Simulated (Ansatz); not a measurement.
# C2H4Br2 (1,2-dibromoethane): HF/STO-3G

Aim: the electronic atomisation energy of C2H4Br2 (1,2-dibromoethane) at HF/STO-3G, from 4 runs. 

The calculation is run with Ansatz 0.2.0.

39 further runs of the same task are left out: 39 set aside as unsound or not needed.

### 1 The molecule

C2H4Br2: 8 atoms, total charge 0, spin state singlet. SMILES: `BrCCBr`. The shape is that of a PBE0-D4/def2-TZVP optimisation. This is a higher conformer, about 8 kJ/mol above the lowest found by a separate search.

Bond lengths: Br1–C2 1.938 Å, C2–C3 1.501 Å, C3–Br4 1.938 Å, C2–H5 1.091 Å, C2–H6 1.088 Å, C3–H7 1.088 Å, C3–H8 1.090 Å. Some angles: Br1–C2–C3 113.0°, C2–C3–Br4 113.0°, Br1–C2–H5 105.8°, Br1–C2–H6 106.6°, C3–C2–H5 109.6°, C3–C2–H6 112.0°, C2–C3–H7 112.0°, C2–C3–H8 109.6°, Br4–C3–H7 106.6°, Br4–C3–H8 105.8°.

### 2 A single-point energy at HF/STO-3G

in.yaml reads:

```yaml
crystal:
  periodic: [false, false, false]
  atoms:
    - symbol: Br
      position_ang: [-2.136900, 0.202700, -0.670800]
    - symbol: C
      position_ang: [-0.454500, 0.602500, 0.204400]
    - symbol: C
      position_ang: [0.638500, -0.358800, -0.161400]
    - symbol: Br
      position_ang: [0.347400, -2.139200, 0.546800]
    - symbol: H
      position_ang: [-0.182100, 1.607400, -0.119900]
    - symbol: H
      position_ang: [-0.654000, 0.606100, 1.273700]
    - symbol: H
      position_ang: [0.743700, -0.466600, -1.238600]
    - symbol: H
      position_ang: [1.582700, -0.019600, 0.265800]
basis:
  gaussian: {orbitals: STO-3G}
hamiltonian: {xc: hf}
accuracy: high
output: {orbitals: {seedname: orbitals}}
```

On the command line:

```sh
$ ansatz run in.yaml --threads 1 --pin off --max-ram 3480MiB --events-out events.jsonl --progress --plain --runs-dir runs
```

Standard output:

```text
Warning: RAYON_NUM_THREADS=1 ignored (pool sized by the plan → 1); use --threads N
Functional definition: HF
  name "HF"
  exchange = exact_x
  correlation = 0
785 factors; integrals over basis functions are off by at most 1.0e-8 eV
mean field evaluation 1: about -140583.9264 eV, gradient 2.5e1 eV
mean field evaluation 2: about -140584.1314 eV, gradient 2.5e1 eV
mean field evaluation 4: about -140587.0071 eV, gradient 1.5e0 eV
mean field evaluation 8: about -140587.0187 eV, gradient 3.8e-5 eV
mean field -140587.01874453 eV, -5166.4776455576 hartree, gradient 9.8e-8 eV, S^2 0.000000; 0 other end points of the search recorded, 0 dependent functions left out
reference -140587.01874453 eV, -5166.4776455576 hartree; 43, 43 occupied and 7, 7 virtual orbitals, 785 factors
Total energy: -140587.01874453 eV, -5166.4776455576 hartree
```

It took 1.4 s on 1 thread of Intel Xeon Platinum 8259CL at 2.50GHz (Skylake/Cascade Lake), shared host; peak memory 0.13 GiB.

### 3 The Br atom at the same level

run.yaml reads:

```yaml
crystal:
  periodic: [false, false, false]
  atoms:
    - {symbol: Br, position_ang: [0.000000, 0.000000, 0.000000]}
basis:
  gaussian:
    orbitals: STO-3G
magnetization:
  spin_polarized: true
  initial_magnetization: 1
hamiltonian:
  xc: hf
accuracy: high
```

Run the same way, it converges to -2544.63678 Eh (log not shown).

### 4 The C atom, same level

in.yaml reads:

```yaml
crystal:
  periodic: [false, false, false]
  atoms:
    - {symbol: C, position_ang: [0.000000, 0.000000, 0.000000]}
basis:
  gaussian: {orbitals: STO-3G}
magnetization: {spin_polarized: true, initial_magnetization: 2}
hamiltonian: {xc: hf}
accuracy: high
```

Run the same way, it converges to -37.19839 Eh (log not shown).

### 5 The H atom

molecule.yaml reads:

```yaml
crystal:
  periodic: [false, false, false]
  atoms:
    - {symbol: H, position_ang: [0.000000, 0.000000, 0.000000]}
basis:
  gaussian: {orbitals: STO-3G}
magnetization: {spin_polarized: true, initial_magnetization: 1}
hamiltonian: {xc: hf}
accuracy: high
```

Run the same way, it converges to -0.46658 Eh (log not shown).

### 6 Results

Level: HF/STO-3G.

| quantity | value |
| --- | --- |
| molecule: total energy | -5166.47765 Eh |
| molecule: HOMO energy | -8.37 eV |
| molecule: LUMO energy | 8.86 eV |
| molecule: HOMO–LUMO gap | 17.24 eV |
| Br atom: total energy | -2544.63678 Eh |
| Br atom: ⟨S²⟩ | 0.750 |
| C atom: total energy | -37.19839 Eh |
| C atom: ⟨S²⟩ | 2.000 |
| H atom: total energy | -0.46658 Eh |
| H atom: ⟨S²⟩ | 0.750 |
| electronic atomisation energy | 25.605 eV |

In words: Taking the molecule apart into free atoms costs 25.61 eV (590 kcal/mol), before zero-point energy and without spin-orbit coupling. Hartree–Fock lacks the correlation of the bonding pairs, which as a rule makes this value much too low; in minimal bases other errors can mask that. In a minimal basis such a difference can be off by several eV, whatever the method.
